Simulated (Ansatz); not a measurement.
# SiTeH₂O: an energy map over bond length Si2–Te3 and angle Te3–Si2–H4

A grid of calculations on H2OSiTe, SMILES O=[SiH][TeH], to see where the energy is lowest and how it rises around there.

Program: Ansatz 0.2.0. Level of theory: RKS PBE0-D4/def2-TZVP. These are calculated values, not measurements.

## (1) The system as given

5 atoms, charge 0, spin multiplicity 1.

Atoms are counted from 1 here; the program's logs count them from 0.

Bond lengths: O1–Si2 1.554 Å, Si2–Te3 2.528 Å, Si2–H4 1.508 Å, Te3–H5 1.685 Å. Angles: O1–Si2–Te3 125.6°, O1–Si2–H4 122.3°, Te3–Si2–H4 112.1°, Si2–Te3–H5 86.4°.

Coordinates:

```xyz
5
H2OSiTe
O    -0.9638   -1.0029    1.5451
Si   -0.3856   -0.6513    0.1466
Te    1.6948    0.7187   -0.2828
H    -1.0257   -1.1283   -1.1327
H     0.6804    2.0638   -0.2762
```

This geometry comes from a loose relaxation at PBE in a small basis, which is not shown.

## (3) Setting up the map

- bond length Si2–Te3: 11 values from 2.151 to 3.055 Å
- angle Te3–Si2–H4: 11 values from 76.2 to 146.2 °

Nothing else is relaxed (all other coordinates rigid). Energies count from the relaxed molecule at the same level. Points are written as (first, second).

(The set-up runs are not shown.)

## (4) Point (3.055 Å, 132.2°)

Input file input.yaml:

```yaml
crystal:
  periodic: [false, false, false]
  atoms:
    - { symbol: O, position_ang: [-0.67271, -1.584707, 1.424487] }
    - { symbol: Si, position_ang: [-0.415751, -0.591409, 0.307011] }
    - { symbol: Te, position_ang: [2.011224, 0.953723, 1.33433] }
    - { symbol: H, position_ang: [-1.213475, -0.482033, -0.94293] }
    - { symbol: H, position_ang: [1.996518, 1.873959, -0.046336] }
basis:
  gaussian: { orbitals: def2-TZVP }
hamiltonian:
  xc: pbe0
  dispersion: d4
output:
  forces: true
```

Run with:

```sh
> ansatz run input.yaml --threads 1 --pin off --max-ram 2560MiB --backend cpu --events-out ev --progress --plain --runs-dir out
```

The session goes on with these runs: the other points that were computed.

What does the calculation give? Wanted: lowest point; highest computed point; largest force on an atom; dipole moment.

As calculated:

| quantity | value |
| --- | --- |
| lowest point | (2.422 Å, 111.2°), 0.28 kJ/mol |
| highest computed point | (2.151 Å, 76.2°), 201 kJ/mol above the lowest |
| largest force on an atom (eV/Å) | 0.3 at (2.422 Å, 111.2°) to 7.5 at (2.151 Å, 76.2°); 0.3 at the lowest point |
| dipole moment (D) | 2.51 at (3.055 Å, 76.2°) to 4.79 at (2.151 Å, 97.2°); 4.25 at the lowest point |
| time for the whole task | 11 min on 1 thread, shared host |

**Reading.** The lowest computed point is at (2.422 Å, 111.2°), 0.28 kJ/mol from the relaxed molecule at the same level. The grid is coarse, so the lowest point of the scanned range may lie between grid points; coordinates that were held can hide deeper minima. The grid shows no other well, apart from its symmetry copies. The highest computed point, (2.151 Å, 76.2°), lies 201 kJ/mol above the lowest. Round the minimum the two coordinates are nearly uncoupled.
